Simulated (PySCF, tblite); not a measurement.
**C4H4F3N: dynamics, then NMR shifts on frames**

How do NMR shifts of C4H4F3N (`[H]/N=C\C(=C)C(F)(F)F`) change as the atoms move?

The runs use tblite 0.8.0 and PySCF 2.14.0, with density-fitted response routines of our own; the level of theory stands in each step. All values are computed, except where a source is named. Atoms count from 0, in the outputs and in this text.

### 1 Starting geometry

12 atoms, charge 0, multiplicity 1; geometry from: GFN2-xTB.

Bonds of the start (Å): C0–C1 1.33, C1–C2 1.48, C2–N3 1.25, C1–C4 1.51, C4–F5 1.34, C4–F6 1.34, C4–F7 1.35, C0–H8 1.08, C0–H9 1.08, C2–H10 1.09, N3–H11 1.02.

### 2 A short Langevin run with GFN2-xTB

The job: settings as JSON, then the geometry in Å.

```
{"job": {"kind": "md", "xc": "GFN2-xTB", "basis": "xTB", "temperature": 300, "steps": 2000, "every": 50, "frames": 5}, "charge": 0, "multiplicity": 1}
C      0.016447     0.101790     1.693234
C      0.078494     0.012226     0.367821
C      1.348897    -0.178963    -0.358335
N      1.560200    -0.282458    -1.589014
C     -1.176154     0.109573    -0.464758
F     -2.284417     0.267175     0.269060
F     -1.371759    -0.988015    -1.217130
F     -1.136818     1.148023    -1.318866
H     -0.914230     0.242361     2.216972
H      0.910094     0.034653     2.289782
H      2.217679    -0.237349     0.291939
H      0.752764    -0.229702    -2.206730
```

Method: GFN2-xTB Langevin dynamics, gas phase.

The run is started by

```bash
$ OMP_NUM_THREADS=1 python probes_run.py task.json out
```

One launch serves the whole session: the jobs run in the order shown.

The log of the run:

```text
t/fs     T/K      E/eV
    0.0   261.5   -752.84015
   25.0   138.0   -752.49057
   50.0   285.0   -752.55343
   75.0   289.9   -752.50541
  100.0   297.8   -752.39724
  125.0   305.1   -752.49071
  150.0   302.4   -752.49841
  175.0   310.6   -752.41885
  200.0   367.1   -752.59984
  225.0   262.4   -752.35823
  250.0   325.0   -752.41842
  275.0   396.1   -752.46587
  300.0   424.3   -752.45096
  325.0   319.6   -752.12201
  350.0   365.8   -752.32055
  375.0   239.4   -752.40138
  400.0   368.4   -752.51734
  425.0   274.8   -752.50253
  450.0   186.6   -752.33511
  475.0   281.5   -752.48295
  500.0   388.6   -752.55905
  525.0   231.0   -752.37682
  550.0   354.4   -752.50676
  575.0   223.7   -752.51407
  600.0   270.7   -752.47862
  625.0   268.1   -752.48260
  650.0   336.8   -752.55662
  675.0   281.5   -752.39974
  700.0   317.7   -752.40170
  725.0   325.4   -752.32076
  750.0   290.2   -752.44127
  775.0   366.4   -752.41612
  800.0   293.5   -752.39923
  825.0   300.3   -752.36913
  850.0   264.6   -752.27315
  875.0   397.0   -752.53968
  900.0   235.6   -752.48187
  925.0   299.6   -752.64472
  950.0   259.8   -752.36322
  975.0   369.6   -752.51377
 1000.0   399.8   -752.53119
```

Run time: 7.2 s. Hardware: 1 thread of Arm Neoverse V2, shared host; peak memory 0.18 GiB.

Distance from the start (root mean square after alignment): 0 fs 0.00 Å, 200 fs 0.21 Å, 400 fs 0.45 Å, 600 fs 0.22 Å, 800 fs 0.17 Å, 1000 fs 0.46 Å.

Positions (Å) and forces (eV/Å) at 1000 fs:

```xyz
12

C    -1.140   -0.739    1.776    0.144   -0.930    2.956
C    -0.816   -0.449    0.567    1.537    0.297   -3.091
C     0.514   -0.790   -0.092   -1.041   -0.018    0.568
N     0.701   -1.377   -1.177    0.615    0.002    0.642
C    -1.835    0.012   -0.434   -0.664    0.582   -0.534
F    -2.842    0.772    0.058    0.435   -0.376    0.103
F    -2.424   -1.083   -0.964   -0.030    0.207   -0.259
F    -1.345    0.749   -1.474   -0.103   -0.654    0.681
H    -2.138   -0.590    2.107   -0.570    0.162    0.382
H    -0.452   -1.178    2.531   -0.484    0.445   -0.868
H     1.324   -0.549    0.569    0.643    0.162   -0.138
H    -0.109   -1.717   -1.663   -0.482    0.121   -0.442
```

### 3 NMR shieldings: 250 fs, PBE0/pcSseg-1

The job: settings as JSON, then the geometry in Å.

```
{"job": {"kind": "nmr", "xc": "PBE0", "basis": "pcSseg-1", "pop": false}, "charge": 0, "multiplicity": 1}
C     -0.381500     0.217000     1.920800
C     -0.336300     0.161500     0.588800
C      1.032600     0.131700    -0.122900
N      1.193200     0.006800    -1.367800
C     -1.617500     0.116700    -0.283200
F     -2.619500     0.413900     0.486700
F     -1.803300    -1.047400    -0.822000
F     -1.660400     1.011900    -1.285400
H     -1.238700     0.298000     2.512000
H      0.567200     0.315900     2.434500
H      1.964000     0.334400     0.391300
H      0.435800     0.022500    -2.064800
```

Method: GIAO PBE0/pcSseg-1 NMR shielding, non-relativistic, gas phase.

The log of the run:

```text
coarse grid: 11144 points
cycle   1  E = -508.2746983340  dE =  1.331e+00  |g| = 9.227e-01  |ddm| = 3.205e+00
cycle   2  E = -508.1008697988  dE =  1.738e-01  |g| = 1.393e+00  |ddm| = 1.483e+00
cycle   3  E = -508.4190074080  dE = -3.181e-01  |g| = 1.496e-01  |ddm| = 1.008e+00
cycle   4  E = -508.4232667524  dE = -4.259e-03  |g| = 6.975e-02  |ddm| = 1.771e-01
cycle   5  E = -508.4242779157  dE = -1.011e-03  |g| = 1.794e-02  |ddm| = 7.281e-02
cycle   6  E = -508.4243398158  dE = -6.190e-05  |g| = 4.800e-03  |ddm| = 1.689e-02
cycle   7  E = -508.4243441110  dE = -4.295e-06  |g| = 1.812e-03  |ddm| = 4.822e-03
final grid: 112128 points
cycle   8  E = -508.4882687208  dE = -4.125e-05  |g| = 6.720e-03  |ddm| = 3.193e-02
cycle   9  E = -508.4882588788  dE =  9.842e-06  |g| = 9.667e-03  |ddm| = 1.502e-02
cycle  10  E = -508.4882787454  dE = -1.987e-05  |g| = 1.640e-03  |ddm| = 8.980e-03
cycle  11  E = -508.4882793922  dE = -6.467e-07  |g| = 3.735e-04  |ddm| = 1.592e-03
cycle  12  E = -508.4882794178  dE = -2.560e-08  |g| = 1.575e-04  |ddm| = 4.371e-04
cycle  13  E = -508.4882794218  dE = -3.997e-09  |g| = 4.780e-05  |ddm| = 1.222e-04
cycle  14  E = -508.4882794223  dE = -4.915e-10  |g| = 9.796e-06  |ddm| = 4.435e-05
converged SCF energy = -508.4882794223

GIAO shielding tensors (ppm)
atom      isotropic    diamagn.    paramagn.     s11        s22        s33       span
  0 C       54.573     251.117    -196.544    -57.580     48.501    172.796    230.376
  1 C       33.302     265.323    -232.021    -71.058     50.556    120.407    191.465
  2 C       17.154     247.315    -230.161    -90.707     36.894    105.275    195.982
  3 N     -137.595     324.320    -461.916   -527.087   -128.688    242.989    770.076
  4 C       62.671     238.511    -175.840     53.779     61.849     72.386     18.607
  5 F      271.731     470.837    -199.105    209.742    267.685    337.767    128.026
  6 F      263.628     473.772    -210.144    194.666    274.923    321.295    126.629
  7 F      257.637     474.667    -217.030    175.877    246.751    350.282    174.405
  8 H       25.728      30.702      -4.974     21.651     25.201     30.333      8.681
  9 H       25.677      30.166      -4.489     22.913     25.026     29.092      6.179
 10 H       22.948      29.658      -6.709     20.451     23.274     25.119      4.668
 11 H       18.170      33.631     -15.461      4.034     22.935     27.542     23.508
```

Run time: 14 s. Hardware: 1 thread of Arm Neoverse V2, shared host; peak memory 0.73 GiB.

The references, computed at this level on geometries of the same kind, shield at (ppm): ¹H TMS 31.72, ¹³C TMS 186.9, ¹⁹F CFCl3 170.9, ¹⁵N NH3 267.7. Their shielding less the atom's gives the shift. The references are single molecules in the gas phase, so shifts against H2O, NH3, PH3, H3PO4 or CFCl3 are not on the usual liquid scales and can be off by tens of ppm. Each atom is listed at this fixed geometry, with no averaging over motion; a spectrum would average atoms that exchange fast.

```csv
atoms,environment,σ (ppm),δ (ppm)
C2,"carbon bonded to C, N, H",17.2,169.8
C1,carbon bonded to 3 C,33.3,153.6
C0,"carbon bonded to C, 2 H",54.6,132.4
C4,"carbon bonded to C, 3 F",62.7,124.3
H11,hydrogen on a nitrogen bonded to C,18.17,13.55
H10,"hydrogen on a carbon bonded to C, N",22.95,8.77
H9,hydrogen on a carbon bonded to C,25.68,6.04
H8,hydrogen on a carbon bonded to C,25.73,5.99
N3,"nitrogen bonded to C, H",-137.6,405.3
F7,fluorine bonded to C,257.6,-86.7
F6,fluorine bonded to C,263.6,-92.7
F5,fluorine bonded to C,271.7,-100.8
```

### 4 Nuclear shieldings: 425 fs, PBE0/pcSseg-1

The job: settings as JSON, then the geometry in Å.

```
{"job": {"kind": "nmr", "xc": "PBE0", "basis": "pcSseg-1", "pop": false}, "charge": 0, "multiplicity": 1}
C     -0.542800     0.524800     1.851900
C     -0.580200    -0.017600     0.601000
C      0.537100    -0.822100     0.108700
N      1.028600    -0.969900    -1.030300
C     -1.832800     0.124600    -0.263700
F     -2.962400     0.299700     0.371300
F     -1.961100    -1.037400    -0.962500
F     -1.781300     1.075200    -1.249800
H     -1.300700     1.192900     2.286700
H      0.345400     0.335200     2.382100
H      1.216200    -1.312500     0.860100
H      0.495000    -0.608600    -1.838900
```

Method: GIAO PBE0/pcSseg-1 NMR shielding, non-relativistic, gas phase.

The log of the run:

```text
coarse grid: 11144 points
cycle   1  E = -508.2663940765  dE =  1.237e+00  |g| = 9.441e-01  |ddm| = 3.199e+00
cycle   2  E = -508.0413753693  dE =  2.250e-01  |g| = 1.517e+00  |ddm| = 1.661e+00
cycle   3  E = -508.4212456865  dE = -3.799e-01  |g| = 1.423e-01  |ddm| = 1.136e+00
cycle   4  E = -508.4245989727  dE = -3.353e-03  |g| = 8.057e-02  |ddm| = 1.770e-01
cycle   5  E = -508.4259727104  dE = -1.374e-03  |g| = 1.797e-02  |ddm| = 8.123e-02
cycle   6  E = -508.4260347202  dE = -6.201e-05  |g| = 3.895e-03  |ddm| = 1.592e-02
cycle   7  E = -508.4260370275  dE = -2.307e-06  |g| = 1.706e-03  |ddm| = 3.864e-03
final grid: 112128 points
cycle   8  E = -508.4904339397  dE = -4.131e-05  |g| = 7.859e-03  |ddm| = 2.813e-02
cycle   9  E = -508.4904207265  dE =  1.321e-05  |g| = 1.156e-02  |ddm| = 1.571e-02
cycle  10  E = -508.4904466255  dE = -2.590e-05  |g| = 1.558e-03  |ddm| = 9.276e-03
cycle  11  E = -508.4904472066  dE = -5.810e-07  |g| = 4.752e-04  |ddm| = 1.556e-03
cycle  12  E = -508.4904472556  dE = -4.906e-08  |g| = 1.577e-04  |ddm| = 5.177e-04
cycle  13  E = -508.4904472595  dE = -3.924e-09  |g| = 3.752e-05  |ddm| = 1.247e-04
cycle  14  E = -508.4904472598  dE = -2.407e-10  |g| = 1.565e-05  |ddm| = 4.432e-05
converged SCF energy = -508.4904472598

GIAO shielding tensors (ppm)
atom      isotropic    diamagn.    paramagn.     s11        s22        s33       span
  0 C       43.328     251.915    -208.588    -80.388     39.462    170.909    251.297
  1 C       37.476     264.388    -226.912    -79.876     62.362    129.942    209.818
  2 C       19.527     247.569    -228.043    -86.106     36.978    107.708    193.814
  3 N     -112.981     324.784    -437.765   -445.182   -138.324    244.564    689.746
  4 C       54.353     238.682    -184.329     47.183     55.407     60.470     13.287
  5 F      260.840     469.380    -208.540    197.249    253.367    331.904    134.655
  6 F      237.266     475.274    -238.008    153.845    224.464    333.490    179.645
  7 F      224.563     475.089    -250.526    125.010    209.487    339.194    214.184
  8 H       24.377      28.380      -4.002     20.106     24.141     28.884      8.778
  9 H       25.793      31.335      -5.542     21.526     25.817     30.036      8.510
 10 H       22.569      28.776      -6.207     19.028     23.923     24.756      5.728
 11 H       20.179      33.704     -13.525      9.709     23.291     27.537     17.828
```

Wall time 14 s (1 thread of Arm Neoverse V2, shared host); peak memory 0.74 GiB.

In short: δ C2 167.4, C1 149.4, C0 143.6, C4 132.6, H11 11.54, H10 9.15 ppm.

### 5 NMR shieldings: 625 fs, PBE0/pcSseg-1

The job: settings as JSON, then the geometry in Å.

```
{"job": {"kind": "nmr", "xc": "PBE0", "basis": "pcSseg-1", "pop": false}, "charge": 0, "multiplicity": 1}
C     -0.770100    -0.102000     1.976300
C     -0.725900    -0.283300     0.658100
C      0.511300    -0.902500    -0.005600
N      0.688900    -1.401300    -1.158300
C     -1.827200    -0.026600    -0.257000
F     -2.981600     0.286700     0.427300
F     -2.162400    -1.121000    -0.951600
F     -1.677900     0.843500    -1.230300
H     -1.627500     0.196100     2.519400
H      0.066600    -0.459300     2.559000
H      1.400700    -0.794600     0.640000
H     -0.063500    -1.371700    -1.880400
```

With the program's defaults for keys left out, this is: GIAO PBE0/pcSseg-1 NMR shielding, non-relativistic, gas phase.

The log of the run:

```text
coarse grid: 11144 points
cycle   1  E = -508.2736479463  dE =  1.280e+00  |g| = 9.311e-01  |ddm| = 3.210e+00
cycle   2  E = -508.0620579806  dE =  2.116e-01  |g| = 1.480e+00  |ddm| = 1.577e+00
cycle   3  E = -508.4202364892  dE = -3.582e-01  |g| = 1.605e-01  |ddm| = 1.093e+00
cycle   4  E = -508.4249985240  dE = -4.762e-03  |g| = 7.741e-02  |ddm| = 1.885e-01
cycle   5  E = -508.4262334138  dE = -1.235e-03  |g| = 1.989e-02  |ddm| = 7.719e-02
cycle   6  E = -508.4263099614  dE = -7.655e-05  |g| = 5.118e-03  |ddm| = 1.855e-02
cycle   7  E = -508.4263147332  dE = -4.772e-06  |g| = 1.983e-03  |ddm| = 5.367e-03
final grid: 112128 points
cycle   8  E = -508.4905576801  dE = -4.460e-05  |g| = 7.571e-03  |ddm| = 3.168e-02
cycle   9  E = -508.4905440908  dE =  1.359e-05  |g| = 1.131e-02  |ddm| = 1.735e-02
cycle  10  E = -508.4905701305  dE = -2.604e-05  |g| = 1.539e-03  |ddm| = 9.920e-03
cycle  11  E = -508.4905706838  dE = -5.533e-07  |g| = 4.357e-04  |ddm| = 1.456e-03
cycle  12  E = -508.4905707220  dE = -3.824e-08  |g| = 1.833e-04  |ddm| = 5.073e-04
cycle  13  E = -508.4905707274  dE = -5.367e-09  |g| = 5.708e-05  |ddm| = 1.605e-04
cycle  14  E = -508.4905707281  dE = -6.736e-10  |g| = 1.341e-05  |ddm| = 5.614e-05
converged SCF energy = -508.4905707281

GIAO shielding tensors (ppm)
atom      isotropic    diamagn.    paramagn.     s11        s22        s33       span
  0 C       49.404     250.167    -200.764    -62.439     38.037    172.613    235.053
  1 C       43.000     267.297    -224.297    -58.391     51.229    136.163    194.555
  2 C       18.322     248.600    -230.278    -84.926     34.514    105.378    190.305
  3 N     -118.095     323.892    -441.987   -471.257   -127.624    244.595    715.852
  4 C       57.016     235.686    -178.670     49.898     54.938     66.212     16.314
  5 F      241.539     472.482    -230.943    150.764    206.618    367.234    216.470
  6 F      237.074     474.355    -237.281    153.481    239.030    318.710    165.229
  7 F      254.713     474.930    -220.217    181.745    261.589    320.804    139.060
  8 H       25.197      29.385      -4.188     21.256     24.593     29.741      8.485
  9 H       25.515      30.026      -4.512     22.677     25.167     28.700      6.024
 10 H       23.191      29.996      -6.805     20.810     22.304     26.459      5.649
 11 H       18.894      32.121     -13.227      7.364     22.055     27.264     19.900
```

Wall time 14 s (1 thread of Arm Neoverse V2, shared host); peak memory 0.74 GiB.

In short: δ C2 168.6, C1 143.9, C0 137.5, C4 129.9, H11 12.82, H10 8.53 ppm.

### 6 Shielding tensors: 800 fs, PBE0/pcSseg-1

The job: settings as JSON, then the geometry in Å.

```
{"job": {"kind": "nmr", "xc": "PBE0", "basis": "pcSseg-1", "pop": false}, "charge": 0, "multiplicity": 1}
C     -0.841000    -0.030500     1.660800
C     -0.762900    -0.140500     0.337500
C      0.416400    -0.831500    -0.288900
N      0.646400    -1.035000    -1.482600
C     -2.043400     0.138000    -0.549300
F     -3.132200     0.411000     0.044500
F     -2.298100    -1.022600    -1.317200
F     -1.808000     1.127600    -1.519500
H     -1.662800     0.340400     2.280600
H      0.028900    -0.351000     2.178200
H      1.065300    -1.292400     0.495400
H      0.010800    -0.606800    -2.136600
```

Method: GIAO PBE0/pcSseg-1 NMR shielding, non-relativistic, gas phase.

The log of the run:

```text
coarse grid: 11144 points
cycle   1  E = -508.2513673578  dE =  1.196e+00  |g| = 9.674e-01  |ddm| = 3.172e+00
cycle   2  E = -507.9946762875  dE =  2.567e-01  |g| = 1.601e+00  |ddm| = 1.677e+00
cycle   3  E = -508.4197375493  dE = -4.251e-01  |g| = 1.208e-01  |ddm| = 1.116e+00
cycle   4  E = -508.4218525858  dE = -2.115e-03  |g| = 7.564e-02  |ddm| = 1.528e-01
cycle   5  E = -508.4230351884  dE = -1.183e-03  |g| = 2.025e-02  |ddm| = 7.904e-02
cycle   6  E = -508.4231127899  dE = -7.760e-05  |g| = 4.253e-03  |ddm| = 1.768e-02
cycle   7  E = -508.4231156222  dE = -2.832e-06  |g| = 1.426e-03  |ddm| = 3.752e-03
final grid: 112128 points
cycle   8  E = -508.4882103069  dE = -4.440e-05  |g| = 7.618e-03  |ddm| = 3.220e-02
cycle   9  E = -508.4882007935  dE =  9.513e-06  |g| = 1.085e-02  |ddm| = 1.491e-02
cycle  10  E = -508.4882222443  dE = -2.145e-05  |g| = 1.317e-03  |ddm| = 8.079e-03
cycle  11  E = -508.4882226078  dE = -3.636e-07  |g| = 4.275e-04  |ddm| = 1.308e-03
cycle  12  E = -508.4882226458  dE = -3.799e-08  |g| = 1.940e-04  |ddm| = 5.315e-04
cycle  13  E = -508.4882226528  dE = -6.936e-09  |g| = 3.303e-05  |ddm| = 1.761e-04
cycle  14  E = -508.4882226529  dE = -1.850e-10  |g| = 1.338e-05  |ddm| = 3.632e-05
converged SCF energy = -508.4882226529

GIAO shielding tensors (ppm)
atom      isotropic    diamagn.    paramagn.     s11        s22        s33       span
  0 C       50.577     253.444    -202.867    -63.039     43.830    170.939    233.977
  1 C       35.746     263.298    -227.552    -70.637     55.904    121.971    192.609
  2 C       24.212     248.621    -224.409    -77.600     50.750     99.485    177.084
  3 N      -92.307     324.502    -416.809   -416.050   -108.800    247.929    663.979
  4 C       47.956     241.383    -193.427     42.228     48.696     52.944     10.716
  5 F      268.515     468.065    -199.550    215.405    284.547    305.594     90.189
  6 F      208.415     474.697    -266.282     96.755    181.104    347.386    250.630
  7 F      214.694     475.663    -260.968    100.320    196.865    346.898    246.578
  8 H       24.786      28.969      -4.182     21.415     24.169     28.775      7.360
  9 H       26.056      31.822      -5.766     22.815     25.618     29.736      6.921
 10 H       23.445      29.566      -6.121     20.971     22.922     26.442      5.471
 11 H       20.362      34.480     -14.118      9.418     23.153     28.515     19.097
```

It took 14 s on 1 thread of Arm Neoverse V2, shared host; peak memory 0.74 GiB.

This run: δ C2 162.7, C1 151.2, C4 139.0, C0 136.3, H11 11.36, H10 8.27 ppm.

### 7 Shielding tensors: 1000 fs, PBE0/pcSseg-1

The job: settings as JSON, then the geometry in Å.

```
{"job": {"kind": "nmr", "xc": "PBE0", "basis": "pcSseg-1", "pop": false}, "charge": 0, "multiplicity": 1}
C     -1.139800    -0.739400     1.775800
C     -0.816100    -0.449300     0.566500
C      0.514500    -0.790300    -0.091900
N      0.700700    -1.377100    -1.177400
C     -1.834600     0.012400    -0.434200
F     -2.842300     0.771700     0.057600
F     -2.423800    -1.082900    -0.963700
F     -1.344900     0.749400    -1.473900
H     -2.137800    -0.589500     2.107100
H     -0.451700    -1.178100     2.531200
H      1.323900    -0.548800     0.568500
H     -0.109100    -1.717300    -1.663200
```

Method: GIAO PBE0/pcSseg-1 NMR shielding, non-relativistic, gas phase.

The log of the run:

```text
coarse grid: 11144 points
cycle   1  E = -508.2614504701  dE =  1.302e+00  |g| = 9.511e-01  |ddm| = 3.180e+00
cycle   2  E = -508.0382443717  dE =  2.232e-01  |g| = 1.523e+00  |ddm| = 1.497e+00
cycle   3  E = -508.4186725082  dE = -3.804e-01  |g| = 1.432e-01  |ddm| = 1.005e+00
cycle   4  E = -508.4222687267  dE = -3.596e-03  |g| = 7.796e-02  |ddm| = 1.684e-01
cycle   5  E = -508.4235451479  dE = -1.276e-03  |g| = 1.995e-02  |ddm| = 6.898e-02
cycle   6  E = -508.4236225224  dE = -7.737e-05  |g| = 4.095e-03  |ddm| = 1.701e-02
cycle   7  E = -508.4236254533  dE = -2.931e-06  |g| = 1.559e-03  |ddm| = 3.777e-03
final grid: 112128 points
cycle   8  E = -508.4897963544  dE = -4.604e-05  |g| = 7.498e-03  |ddm| = 2.911e-02
cycle   9  E = -508.4897862020  dE =  1.015e-05  |g| = 1.072e-02  |ddm| = 1.480e-02
cycle  10  E = -508.4898082629  dE = -2.206e-05  |g| = 1.220e-03  |ddm| = 8.171e-03
cycle  11  E = -508.4898085869  dE = -3.241e-07  |g| = 3.831e-04  |ddm| = 1.117e-03
cycle  12  E = -508.4898086166  dE = -2.969e-08  |g| = 1.692e-04  |ddm| = 4.100e-04
cycle  13  E = -508.4898086214  dE = -4.810e-09  |g| = 4.172e-05  |ddm| = 1.362e-04
cycle  14  E = -508.4898086218  dE = -3.307e-10  |g| = 1.508e-05  |ddm| = 4.229e-05
converged SCF energy = -508.4898086218

GIAO shielding tensors (ppm)
atom      isotropic    diamagn.    paramagn.     s11        s22        s33       span
  0 C       65.315     250.961    -185.646    -40.388     58.476    177.856    218.244
  1 C       43.738     265.519    -221.781    -54.565     55.599    130.180    184.746
  2 C       21.366     248.479    -227.113    -82.055     28.527    117.627    199.682
  3 N     -102.527     322.411    -424.938   -452.711   -112.169    257.298    710.010
  4 C       50.916     238.603    -187.687     45.219     45.372     62.157     16.938
  5 F      250.889     471.679    -220.790    166.430    236.966    349.272    182.843
  6 F      217.015     473.835    -256.820    125.558    208.824    316.664    191.107
  7 F      243.285     476.139    -232.853    162.126    231.067    336.663    174.536
  8 H       25.949      28.893      -2.944     22.657     24.701     30.488      7.832
  9 H       25.369      28.763      -3.394     23.554     24.540     28.012      4.459
 10 H       23.560      30.753      -7.193     21.071     22.383     27.227      6.156
 11 H       20.113      33.386     -13.272      7.688     24.017     28.635     20.946
```

Wall time 14 s (1 thread of Arm Neoverse V2, shared host); peak memory 0.74 GiB.

In short: δ C2 165.6, C1 143.2, C4 136.0, C0 121.6, H11 11.60, H10 8.16 ppm.

### 8 Side by side: NMR shifts

Shifts (ppm) of some atoms, chosen among heavy atoms and hydrogens apart, with basis size and wall time:

```csv
frame,C0,H11,H8,N3,F7,F6,F5,functions,time
250 fs,132.4,13.55,5.99,405.3,-86.7,-92.7,-100.8,156,14 s
425 fs,143.6,11.54,7.34,380.7,-53.6,-66.3,-89.9,156,14 s
625 fs,137.5,12.82,6.52,385.8,-83.8,-66.1,-70.6,156,14 s
800 fs,136.3,11.36,6.93,360.0,-43.7,-37.5,-97.6,156,14 s
1000 fs,121.6,11.60,5.77,370.3,-72.3,-46.1,-79.9,156,14 s
```

### 9 Outcome

| quantity | value |
| --- | --- |
| thermostat | 300 K |
| mean temperature, second half | 308 K |
| mean potential energy above the minimum | 0.38 eV |
| ¹³C shifts against TMS (PBE0/pcSseg-1, 250 fs) | 169.8, 153.6, 132.4, 124.3 ppm |
| ¹H shifts against TMS (PBE0/pcSseg-1, 250 fs) | 13.55, 8.77, 6.04, 5.99 ppm |
| ¹⁵N shifts against NH3 (PBE0/pcSseg-1, 250 fs) | 405.3 ppm |
| ¹⁹F shifts against CFCl3 (PBE0/pcSseg-1, 250 fs) | -86.7, -92.7, -100.8 ppm |
| range of the shift of F6 | -92.7 to -37.5 ppm |

**Reading.** In the second half the potential energy averages 0.38 eV above the minimum; equipartition over 30 harmonic modes at 300 K would give 0.39 eV. With 12 atoms the temperature swings widely (138 to 424 K). Shifts at one fixed geometry are not the observed spectrum, which averages over the motion. In the first frame run (250 fs): Shielding is most anisotropic at N3 (span 770 ppm, paramagnetic term -462 ppm). In ppm, F6 moves most: its shift spreads over 55.2 ppm, from -92.7 (250 fs) to -37.5 (800 fs).
